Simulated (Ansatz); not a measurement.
# SiF3 (trifluorosilyl): levels of theory compared

Wanted: a comparison of 6 runs (UHF/STO-3G, UBLYP/STO-3G, UCAM-B3LYP/STO-3G, UPBE/STO-3G, RPA@PBE/STO-3G, UCCSDT(Q)/STO-3G) of SiF3 (trifluorosilyl). 

Program for the calculation: Ansatz 0.2.0.

9 further runs of the same task are left out: 7 that didn't finish, 2 set aside as unsound or not needed.

## (1) The system as given

SiF3 has 4 atoms, charge 0, and is taken as a doublet. As SMILES, `F[Si](F)F`. The Si2–F1 distance was set to 2.372 Å, away from the relaxed value. At this shape a bond of the SMILES string is far longer than usual.

Bond lengths: Si2–F3 1.581 Å, Si2–F4 1.581 Å. Angles: F3–Si2–F4 107.9°. A long bond or contact: F1–Si2 2.372 Å.

## (2) A single-point energy at UHF/STO-3G (run 1)

Contents of run.yaml:

```yaml
crystal:
  periodic: [false, false, false]
  atoms:
    - symbol: F
      position_ang: [1.318653, -0.867092, 1.610413]
    - symbol: Si
      position_ang: [-0.282750, 0.213060, 0.234280]
    - symbol: F
      position_ang: [-0.994260, -0.892250, -0.644340]
    - symbol: F
      position_ang: [0.492160, 1.186230, -0.741640]
basis:
  gaussian:
    orbitals: STO-3G
total_charge: 0
magnetization:
  spin_polarized: true
  initial_magnetization: 1
hamiltonian:
  xc: hf
accuracy: high
```

On the command line:

```bash
ansatz run run.yaml --threads 1 --pin off --max-ram 3480MiB --events-out events.jsonl --progress --plain --runs-dir runs
```

The log of the run:

```text
Warning: RAYON_NUM_THREADS=1 ignored (pool sized by the plan → 1); use --threads N
Functional definition: HF
  name "HF"
  exchange = exact_x
  correlation = 0
431 factors; integrals over basis functions are off by at most 3.1e-8 eV
mean field evaluation 1: about -15763.7653 eV, gradient 2.0e1 eV
mean field evaluation 2: about -15763.8368 eV, gradient 2.0e1 eV
mean field evaluation 4: about -15771.0967 eV, gradient 5.7e0 eV
mean field evaluation 8: about -15773.3582 eV, gradient 4.9e-1 eV
mean field evaluation 16: about -15773.2062 eV, gradient 4.9e-1 eV
mean field evaluation 32: about -15773.2768 eV, gradient 3.8e-1 eV
mean field evaluation 64: about -15772.9727 eV, gradient 9.5e-1 eV
mean field evaluation 96: about -15770.2689 eV, gradient 1.2e0 eV
mean field evaluation 128: about -15771.3334 eV, gradient 3.5e-1 eV
mean field evaluation 160: about -15773.1515 eV, gradient 3.6e-1 eV
mean field -15773.36791417 eV, -579.6605792730 hartree, gradient 1.6e-8 eV, S^2 0.847366; 2 other end points of the search recorded, 0 dependent functions left out
reference -15773.36791417 eV, -579.6605792730 hartree; 21, 20 occupied and 3, 4 virtual orbitals, 431 factors
Total energy: -15773.36791417 eV, -579.6605792730 hartree
```

Wall time 0.97 s (1 thread of Intel Xeon Platinum 8375C at 2.90GHz (Ice Lake), shared host).

## (3) The energy at UBLYP/STO-3G (run 2)

Contents of molecule.yaml:

```yaml
basis:
  gaussian:
    orbitals: STO-3G
crystal:
  periodic: [false, false, false]
  atoms:
    - {symbol: F, position_ang: [1.318653, -0.867092, 1.610413]}
    - {symbol: Si, position_ang: [-0.282750, 0.213060, 0.234280]}
    - {symbol: F, position_ang: [-0.994260, -0.892250, -0.644340]}
    - {symbol: F, position_ang: [0.492160, 1.186230, -0.741640]}
accuracy: high
magnetization:
  spin_polarized: true
  initial_magnetization: 1
hamiltonian:
  xc: {name: BLYP}
```

On the command line:

```bash
ansatz run molecule.yaml --threads 1 --pin off --max-ram 3480MiB --events-out events.jsonl --progress --plain --runs-dir runs
```

The log of the run:

```text
Warning: RAYON_NUM_THREADS=1 ignored (pool sized by the plan → 1); use --threads N
Functional definition: BLYP
  name "BLYP"
  parameter beta = 0.0042
  parameter a = 0.04918
  parameter b = 0.132
  parameter c = 0.2533
  parameter d = 0.349
  exchange = b88_x(beta = beta)
  correlation = lyp_c(a = a, b = b, c = c, d = d)
431 factors; integrals over basis functions are off by at most 3.1e-8 eV
mean field evaluation 1: about -15807.1827 eV, gradient 1.9e1 eV
mean field evaluation 2: about -15479.9288 eV, gradient 8.8e1 eV
mean field evaluation 4: about -15809.9536 eV, gradient 1.4e1 eV
mean field evaluation 8: about -15809.9364 eV, gradient 1.4e1 eV
mean field evaluation 16: about -15812.8013 eV, gradient 1.9e-8 eV
mean field evaluation 32: about -15812.4933 eV, gradient 2.2e0 eV
mean field -15812.80132476 eV, -581.1097303832 hartree, gradient 1.6e-8 eV, S^2 0.757183; 6 other end points of the search recorded, 0 dependent functions left out
reference -15812.80135278 eV, -581.1097314130 hartree; 21, 20 occupied and 3, 4 virtual orbitals, 431 factors
Total energy: -15812.80135278 eV, -581.1097314130 hartree
```

Wall time 2.7 s (1 thread of Intel Xeon Platinum 8375C at 2.90GHz (Ice Lake), shared host); peak memory 0.15 GiB.

Runs 3 to 5 aren't shown in full; the table further down has their settings and results.

## (4) A single-point energy at UCCSDT(Q)/STO-3G (run 6)

Contents of in.yaml:

```yaml
crystal:
  periodic: [false, false, false]
  atoms:
    - {symbol: F, position_ang: [1.318653, -0.867092, 1.610413]}
    - {symbol: Si, position_ang: [-0.282750, 0.213060, 0.234280]}
    - {symbol: F, position_ang: [-0.994260, -0.892250, -0.644340]}
    - {symbol: F, position_ang: [0.492160, 1.186230, -0.741640]}
basis:
  gaussian:
    orbitals: STO-3G
magnetization:
  spin_polarized: true
  initial_magnetization: 1
correlation:
  method: ccsdt_q
  frozen_orbitals: {F: 1, Si: 5}
accuracy: high
scf:
  omitted_lower_state_checks: [cluster_reference, increment]
```

On the command line:

```bash
ansatz run in.yaml --threads 1 --pin off --max-ram 3480MiB --events-out events.jsonl --progress --plain --runs-dir runs
```

The log of the run:

```text
Warning: RAYON_NUM_THREADS=1 ignored (pool sized by the plan → 1); use --threads N
[... 15 lines left out ...]
8 core orbitals not correlated: weight in the atoms' cores, before any rotation towards them, 1.000 or more for the frozen orbitals, at most 0.000 for the correlated occupied ones
[... 64 lines left out ...]
Total energy: -15775.87970566 eV, -579.7528859078 hartree
Checks for a lower state left out: cluster_reference, increment
```

Run time: 6.6 s. Hardware: 1 thread of Intel Xeon Platinum 8375C at 2.90GHz (Ice Lake), shared host; peak memory 0.2 GiB.

## (5) The series

| run | level | frozen core orbitals | energy (Eh) | ⟨S²⟩ | wall time |
| --- | --- | --- | --- | --- | --- |
| 1 | UHF/STO-3G | – | -579.660579 | 0.847 | 0.97 s |
| 2 | UBLYP/STO-3G | – | -581.109731 | 0.757 | 2.7 s |
| 3 | UCAM-B3LYP/STO-3G | – | -581.085589 | 0.791 | 3 s |
| 4 | UPBE/STO-3G | – | -580.781336 | 0.757 | 2.8 s |
| 5 | RPA@PBE/STO-3G | 8 | -579.813933 | 0.757 | 3.6 s |
| 6 | UCCSDT(Q)/STO-3G | 8 | -579.752886 | 0.847 | 6.6 s |

## (6) Summary of results

| quantity | value |
| --- | --- |
| run 6: total energy | -579.75289 Eh |
| run 6: correlation energy (8 core orbitals frozen) | -92.3 mEh |
| run 6: ⟨S²⟩ of the reference determinant | 0.847 |
| run 6: T1 diagnostic | 0.022 |

**Reading.** Totals of different functionals can't be ranked against each other. In runs 1, 2, 3, 4, 5, 6 the basis is minimal, so the values are rough. All runs together took 20 s, the longest 6.6 s.
